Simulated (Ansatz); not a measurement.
GaF:

```
Ga F
1.0
     3.16592    0.00000    0.00000
     0.00000    3.16592    0.00000
     0.00000    0.00000    3.16592
Ga F
1 1
Direct
  0.00000 0.00000 0.00000
  0.50000 0.50000 0.50000
```

The cell was built by a generator and needn't be a form met in nature.

Base run:

| Property | Result |
| --- | --- |
| Program | Ansatz 0.2.0 |
| Functional | BLYP |
| Potentials or basis | Ansatz PAW |
| Cutoff | 420 eV (not typed: the program's choice for these potentials) |
| k mesh | 5 × 5 × 5 |
| Occupations | fermi-dirac, width 0.05 eV |
| Spin | no spin polarisation |

Its results: band gap on the k mesh 2.61 eV, indirect (least direct gap 2.93 eV); pressure 3.1 GPa.

Q: After a change of settings the same cell gave: band gap on the k mesh 2.53 eV, indirect (least direct gap 3.08 eV); pressure -2.1 GPa. Which change was it?
A. functional from BLYP to HSE06
B. functional from BLYP to PBE0
C. functional from BLYP to r2SCAN0; cutoff from 420 eV (not typed: the program's choice for these potentials) to 500 eV (not typed: the program's choice for these potentials)
D. functional from BLYP to r2SCAN; cutoff from 420 eV (not typed: the program's choice for these potentials) to 500 eV (not typed: the program's choice for these potentials)

A: D.

Caveats: odd divisions of the mesh miss points on the zone boundary, where band edges often lie, so the gap on the mesh can be too wide; the PAW data sets come from PBE, with cores solved anew for the run's functional, which leaves a small shift of forces and pressure; the density of states is complete only up to the lowest level of the last band computed.

Runs at the PBE level aren't shown here.
